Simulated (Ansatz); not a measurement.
# Sn, space group I4_1/amd: the levels without and with spin-orbit coupling

Run with Ansatz's Python interface.

The script, `sn_soc.py`:
```python
'''What spin-orbit coupling does to the bands of Sn.'''

import ansatz

structure = (
    ansatz.Lattice.from_parameters(4.425928, 4.425928, 4.425928, alpha=97.45086, beta=97.45086, gamma=137.78668)
    .atom('Sn', (0.0, 0.0, 0.0))
    .atom('Sn', (0.75, 0.25, 0.5))
)

calc = (
    structure.calculation()
    .kpoints(11, 11, 11)
    .scf(tolerance=1e-10)
    .basis(420)
    .functional('pbe')
    .occupations('fermi_dirac', width=0.1)
    .band_table()
)
for label, variant in (('scalar-relativistic', calc), ('spin-orbit', calc.spin(soc=True))):
    report = variant.run(threads=1).report
    zero = report['band_edges_ev'][0] if report.get('band_edges_ev') else report['fermi_energy_ev']
    near = [round(e - zero, 3) for e in report['eigenvalues_ev'][0] if abs(e - zero) < 3]
    print(label)
    print('  band edges (eV):', [round(e, 3) for e in report.get('band_edges_ev') or []] or 'none reported')
    print('  levels at k =', report['kpoints_frac'][0], 'within 3 eV of the zero:', near)
```

Running `python sn_soc.py` prints:
```text
scalar-relativistic
  band edges (eV): none reported
  levels at k = [0.0, 0.0, 0.0] within 3 eV of the zero: [-1.964, -1.964, 2.984]
spin-orbit
  band edges (eV): none reported
  levels at k = [0.0, 0.0, 0.0] within 3 eV of the zero: [-2.168, -2.168, -1.777, -1.777, 2.994, 2.994]
```

Reading the output:
- The computed bands are complete only to about 3.0 eV above the Fermi level.
- Levels are Kohn-Sham eigenvalues on this mesh.
- With spin-orbit coupling each level holds one electron and, with inversion or at time-reversal points, comes in pairs; a window in energy can cut a split set.
- Hardware and time: 34 s on 1 thread of Arm Neoverse V2, on a shared host, peak memory 0.71 GiB.
